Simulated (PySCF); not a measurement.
# C2H7BF2Si: the cost of one run

The runs use PySCF 2.14.0, with density-fitted response routines of our own; the level of theory stands in each step. All values are computed, except where a source is named. Atoms count from 0, in the outputs and in this text.

## (1) The molecule as given

13 atoms, charge 0, multiplicity 1; geometry from: GFN2-xTB. The atoms were then displaced at random by about 0.01 Å, so the start is not that level's minimum.

Bonds of the start (Å): F0–B1 1.30, B1–F2 1.33, B1–C3 1.59, C3–C4 1.51, C4–Si5 1.91, C3–H6 1.09, C3–H7 1.11, C4–H8 1.07, C4–H9 1.09, Si5–H10 1.45, Si5–H11 1.48, Si5–H12 1.47.

## (2) Geometry optimisation at PBE0-D3(BJ)/def2-SVP

Job settings and geometry (Å):

```
{"job": {"xc": "PBE0", "basis": "def2-SVP", "d3": "d3bj", "grid": 1, "shake": 0.01, "kind": "geom"}, "charge": 0, "multiplicity": 1}
F     -1.464240     1.644650    -0.579230
B     -1.719120     0.656010     0.230350
F     -2.726870     0.879780     1.065040
C     -0.888650    -0.698140     0.191350
C      0.367290    -0.672520    -0.641830
Si     1.702520     0.466720     0.117550
H     -0.693870    -1.029530     1.215140
H     -1.577860    -1.461040    -0.217390
H      0.131950    -0.323350    -1.621950
H      0.753900    -1.685020    -0.715930
H      2.877970     0.401680    -0.735560
H      2.046320    -0.043800     1.462590
H      1.196480     1.847670     0.219550
```

Run with:

```console
OMP_NUM_THREADS=1 python probes_run.py task.json out
```

This one command runs all jobs of the session in turn.

Q: Estimate the wall time and peak memory of this first job on 1 thread of Arm Neoverse V1, shared host.

About 1.8 min, with a peak of 0.52 GiB.
